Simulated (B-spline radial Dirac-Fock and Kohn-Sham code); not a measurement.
**Inner shells of Ho⁺**

Wanted for the Ho⁺ ion: its X-ray form factor and Compton profile, the binding energy of each subshell and the widths and yields of its core holes.

Program: B-spline radial Dirac-Fock and Kohn-Sham code, version 3. Model: a free atom or ion on a radial basis; each step names its model. All values are calculated, but those marked as tabulated.

### 1 The system

Ho⁺, configuration [Xe] 4f11 6p1 (an excited configuration).

* nuclear charge: 67
* electrons: 66
* mass number: 165
* nuclear rms radius: 5.2022 fm

Outer shells as boxes (Hund's rule, for the drawing alone; heavy ions are jj-coupled, and the calculation averages over the configuration):

```
[Xe] core
4f [↑↓][↑↓][↑↓][↑↓][↑ ][↑ ][↑ ]
6p [↑ ][  ][  ]
```

### 2 X-ray scattering functions

Model: Dirac-Fock average of configuration, finite nucleus; form factor of the spherical density, Waller-Hartree incoherent function, impulse-approximation Compton profiles.

The run's settings:

```ini
task = scatter
Z = 67
charge = 1
configuration = 1s2 2s2 2p6 3s2 3p6 3d10 4s2 4p6 4d10 4f11 5s2 5p6 6p1
mass_number = 165
rms_radius = 5.2022  # fm
s = [0.0, 0.05, 0.1, 0.15, 0.2, 0.25, 0.3, 0.35, 0.4, 0.45, 0.5, 0.6, 0.7, 0.8, 0.9, 1.0, 1.1, 1.2, 1.4, 1.6, 1.8, 2.0, 2.5, 3.0, 3.5, 4.0, 5.0, 6.0]  # 1/A
pz = [0, 0.1, 0.14, 0.19, 0.26, 0.37, 0.51, 0.7, 0.97, 1.3, 1.9, 2.6, 3.5, 4.9, 6.8, 9.4, 13.0, 18.0, 25.0, 34.0, 47.0]  # a.u.
photon_energy = [1000, 2000, 17479.3, 20000, 100000, 200000, 500000, 1000000]  # eV
```

### 3 Binding energies

Model: Dirac-Fock average of configuration, Delta-SCF, finite nucleus, first-order Breit with its frequency dependence, self-energy and vacuum polarisation.

Settings, as recorded:

```ini
task = binding
```

### 4 Decay of the holes

Model: independent-particle rates: relativistic LDA orbitals of the hole state, multipoles to L = 3 (length form), Coulomb Auger matrix elements with a Latter-tail continuum; energies from Dirac-Fock.

The run's settings:

```ini
task = decay
holes = ["K", "L1", "L2", "L3", "M1", "M2", "M3", "M4", "M5", "N1", "N2", "N3", "N4", "N5"]
```

Before running it: what results should come out? Wanted: rms radius of the electron cloud; form factor halves at; Compton profile at zero; deepest level listed, K; least bound, P2,3; Kα1; K hole: width, yield.

As calculated:

```
                        quantity                   value
rms radius of the electron cloud              0.993 bohr
           form factor halves at                0.62 1/Å
         Compton profile at zero            9.052 1/a.u.
    deepest level listed, K (1s)              55625.1 eV
          least bound, P2,3 (6p)                 7.79 eV
                             Kα1              47544.3 eV
            K hole: width, yield          26.1 eV, 0.945
                    its lifetime               0.0252 fs
              its strongest line  Kα1 (K-L3), 47544.3 eV
```

In words: The form factor starts at the 66 electrons and halves by s = 0.62 1/Å. Incoherent scattering outweighs coherent from 200 keV on, among the energies asked. For K (1s), relaxation takes off 82.9 eV, Breit terms shift it by -165.11 and QED by -85.78 eV. The K hole lives 0.025 fs and decays mostly by X-ray emission (yield 0.94). Coster-Kronig decay rules L1, M1, M2, M3, N1, N2, N3, N4 and N5, where this model's widths can be far from the measured ones. The Hartree-Fock and Dirac-Fock values hold no electron correlation.
